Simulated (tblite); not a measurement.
# CH7FSSi2: the cost of one run

Computed with tblite 0.8.0 and PySCF 2.14.0; each step states its level. No surroundings beyond the atoms listed, unless a continuum is named. Atoms count from 0, parts from 1.

## 1. Starting point

12 atoms, charge 0, multiplicity 1; geometry: distance geometry start.

## 2. Geometry optimisation with GFN2-xTB

What the job is given:

```
{"job": {"kind": "relax", "xc": "GFN2-xTB", "basis": "xTB"}, "charge": 0, "multiplicity": 1}
C     -0.541437     0.177015     0.376792
Si    -2.285582    -0.143423    -0.102774
S      0.606845    -0.720468    -0.708377
Si     2.502677    -0.060282     0.048255
F     -0.290692     1.534123     0.293486
H     -0.363105    -0.120210     1.418076
H     -2.576560     0.265221    -1.497123
H     -2.615271    -1.592275     0.040034
H     -3.229683     0.576556     0.775554
H      3.568876    -0.924486    -0.604307
H      2.517802    -0.305153     1.526790
H      2.721872     1.364113    -0.252515
```

Method: GFN2-xTB geometry optimisation, gas phase.

Run with:

```
> OMP_NUM_THREADS=1 python cluster_run.py task.json out
```

One launch serves the whole session: the jobs run in the order shown.

**Question.** How long does this first job take on 1 thread of Arm Neoverse V1, shared host?

About 2.9 s.
